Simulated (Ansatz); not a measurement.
# CH₄BNO (SMILES BC(=N)O): one structure at several levels

Aim: energy, forces and dipole at a frame of a short trajectory, from CCSD(T) and from density functionals.

Method: single points in def2-TZVPP; program: Ansatz 0.2.0, Gaussian basis.

Correlated methods freeze the cores.

1 further run of the same task is left out (it didn't finish).

## 1. The starting structure

SMILES `BC(=N)O`, 8 atoms, charge 0, spin multiplicity 1.

Atoms are counted from 1 here; the program's logs count them from 0.

Bond lengths: B1–C2 1.597 Å, B1–H5 1.222 Å, B1–H6 1.219 Å, C2–N3 1.265 Å, C2–O4 1.372 Å, N3–H7 1.041 Å, O4–H8 0.973 Å. Angles: C2–B1–H5 122.5°, C2–B1–H6 120.8°, H5–B1–H6 116.7°, B1–C2–N3 117.9°, B1–C2–O4 115.6°, N3–C2–O4 126.3°, C2–N3–H7 111.5°, C2–O4–H8 110.9°.

Geometry (Å):

```
B    -0.64805    1.19372   -0.35420
C     0.13145   -0.14393    0.03648
N     1.22473   -0.02988    0.66311
O    -0.52111   -1.31552   -0.25226
H    -1.63775    1.19112   -1.07040
H    -0.28498    2.27578    0.07365
H     1.61581   -0.95907    0.92084
H     0.04493   -2.08387   -0.06151
```

## 2. PBE-D4/def2-TZVPP

Input file run/in.yaml:

```yaml
crystal:
  periodic: [false, false, false]
  atoms:
    - {symbol: B, position_ang: [-0.648049, 1.193716, -0.354204]}
    - {symbol: C, position_ang: [0.131453, -0.143934, 0.036485]}
    - {symbol: N, position_ang: [1.224734, -0.029885, 0.663113]}
    - {symbol: O, position_ang: [-0.521114, -1.315521, -0.252258]}
    - {symbol: H, position_ang: [-1.637753, 1.191124, -1.070398]}
    - {symbol: H, position_ang: [-0.284980, 2.275782, 0.073654]}
    - {symbol: H, position_ang: [1.615813, -0.959066, 0.920843]}
    - {symbol: H, position_ang: [0.044932, -2.083867, -0.061513]}
basis:
  gaussian: {orbitals: def2-TZVPP}
hamiltonian: {xc: pbe, dispersion: d4}
output: {forces: true}
```

The run is started by

```bash
ansatz run in.yaml --threads 2 --pin off --events-out ev --progress --plain --max-ram 3481MiB
```

## 3. r2SCAN-D4/def2-TZVPP

run/in.yaml, as its differences from that of step 2:

```diff
@@ -13,3 +13,3 @@
   gaussian: {orbitals: def2-TZVPP}
-hamiltonian: {xc: pbe, dispersion: d4}
+hamiltonian: {xc: r2scan, dispersion: d4}
 output: {forces: true}
```

## 4. PBE0-D4/def2-TZVPP

run/in.yaml, as its differences from that of step 3:

```diff
@@ -13,3 +13,3 @@
   gaussian: {orbitals: def2-TZVPP}
-hamiltonian: {xc: r2scan, dispersion: d4}
-output: {forces: true}
+hamiltonian: {xc: pbe0, dispersion: d4}
+output: {forces: true, orbitals: {seedname: orbitals}}
```

## 5. wB97M-V/def2-TZVPP

run/in.yaml, as its differences from that of step 4:

```diff
@@ -13,3 +13,3 @@
   gaussian: {orbitals: def2-TZVPP}
-hamiltonian: {xc: pbe0, dispersion: d4}
-output: {forces: true, orbitals: {seedname: orbitals}}
+hamiltonian: {xc: {name: wB97M-V}}
+output: {forces: true}
```

## 6. CCSD(T)/def2-TZVPP

run/in.yaml, as its differences from that of step 5:

```diff
@@ -13,3 +13,3 @@
   gaussian: {orbitals: def2-TZVPP}
-hamiltonian: {xc: {name: wB97M-V}}
+correlation: {method: ccsd_t}
 output: {forces: true}
```

(Steps that only read results are left out.)

**Question.** What will these runs give? Wanted: energy less free atoms, CCSD(T)/def2-TZVPP; RMS force component; RMS force error; HOMO and LUMO, PBE0-D4; T1 diagnostic.

The runs gave:

| quantity | value |
| --- | --- |
| energy less free atoms, CCSD(T)/def2-TZVPP | -2918.7 kJ/mol |
| RMS force component | 0.412 to 0.514 eV/Å over the methods |
| RMS force error | PBE-D4 0.213, r2SCAN-D4 0.123, PBE0-D4 0.226, wB97M-V 0.222 eV/Å |
| HOMO and LUMO, PBE0-D4 | -8.23 and -2.48 eV |
| T1 diagnostic | 0.014 |

Against CCSD(T) the functionals' energies less atoms differ by -209.1 to -107.7 kJ/mol, PBE-D4 by -209.1 kJ/mol. CCSD(T) in triple zeta still lacks some correlation energy of the bonds, so part of these gaps is its own basis error and they don't rank the functionals. For forces r2SCAN-D4 does best and PBE0-D4 worst. Frozen-core CCSD(T) forces in triple zeta carry basis errors of their own, and this is one geometry, so small gaps rank nothing.
